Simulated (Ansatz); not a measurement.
Consider a test of the smearing width of Ta, space group Fm-3m (Ansatz 0.2.0 through its Python package).

`smear_ta.py`
```python
"""Smearing width test for Ta."""

import csv
import logging
import sys
import warnings

import ansatz as az

logging.basicConfig(stream=sys.stdout, format="%(levelname)s:%(name)s:%(message)s")
logger = logging.getLogger("ta")
logger.setLevel(logging.INFO)

params = {
    "functional": "lda",
    "kmesh": (11, 11, 11),
    "scf_tol": 1e-09,
}

warnings.simplefilter("ignore", az.DeckWarning)

system = (
    az.Lattice.fcc(4.22)
    .space_group(225)
    .atom("Ta", (0.0, 0.0, 0.0))
    .primitive()
)

calculation = (
    system.calculation()
    .functional(params["functional"])
    .kpoints(mesh=params["kmesh"])  # sampling of the Brillouin zone
    .scf(tolerance=params["scf_tol"])
    .forces()
    .stress()
)

rows = []
for value in [0.5, 0.3, 0.2, 0.1]:
    report = calculation.occupations("methfessel_paxton", width=value).run().report
    rows.append((value, report["free_energy_ev"] / len(report["lattice"]["sites"]), report["n_iterations"], sum(report["stress_gpa"][i][i] for i in range(3)) / 3, max(abs(f) for row in report["forces_ev_ang"] for f in row), report["n_kpoints"]))

with open("smear.csv", "w", newline="") as handle:
    writer = csv.writer(handle)
    writer.writerow(["width (eV)", "F/atom (eV)", "iterations", "P (GPa)", "max component (eV/A)", "k-points"])
    writer.writerows([round(v, 5) if isinstance(v, float) else v for v in row] for row in rows)

# the last row is the reference
for row in rows[:-1]:
    shift = 1000 * (row[1] - rows[-1][1])
    logger.info(f"{row[0]}: {shift:+.2f} meV/atom" + ("  (within 5 meV)" if abs(shift) < 5 else ""))
```

How much does the free energy per atom change between the narrowest and the widest smearing, and why?

Going from 0.1 to 0.5 eV changes F by -3.7 meV an atom. This scheme is built to cancel the term in the square of the width, so the shifts stay small and are partly the mesh's error. The pressure moves from -10.45 to -10.59 GPa.

The run itself:

```console
$ python smear_ta.py
INFO:ta:0.5: -3.65 meV/atom  (within 5 meV)
INFO:ta:0.3: -1.07 meV/atom  (within 5 meV)
INFO:ta:0.2: -0.55 meV/atom  (within 5 meV)
```

`smear.csv`, as written:
```csv
width (eV),F/atom (eV),iterations,P (GPa),max component (eV/A),k-points
0.5,-9682.27811,6,-10.58974,0.0,56
0.3,-9682.27553,6,-10.53096,0.0,56
0.2,-9682.27502,6,-10.45418,0.0,56
0.1,-9682.27446,6,-10.44537,0.0,56
```

The mesh is modest for a metal, so energies can be off by several to tens of meV an atom and pressures by half a GPa or more; differences at equal mesh fare better. The program warned that this SCF threshold is loose for forces or stresses. Forces vanish by symmetry here and test nothing. The narrowest width needs the finest mesh, so the last row is no converged reference. Pressure is positive in compression. Spin-orbit coupling, which matters for elements this heavy, is left out. At these settings the cell as given stands under about -10 GPa, so it isn't at this functional's equilibrium volume. This isn't the structure that Ta takes at ambient conditions. The script silences the warnings on its input, which a real study should read. Run time: 3 s on 1 thread of Arm Neoverse V2, on a shared host, peak memory 0.32 GiB.
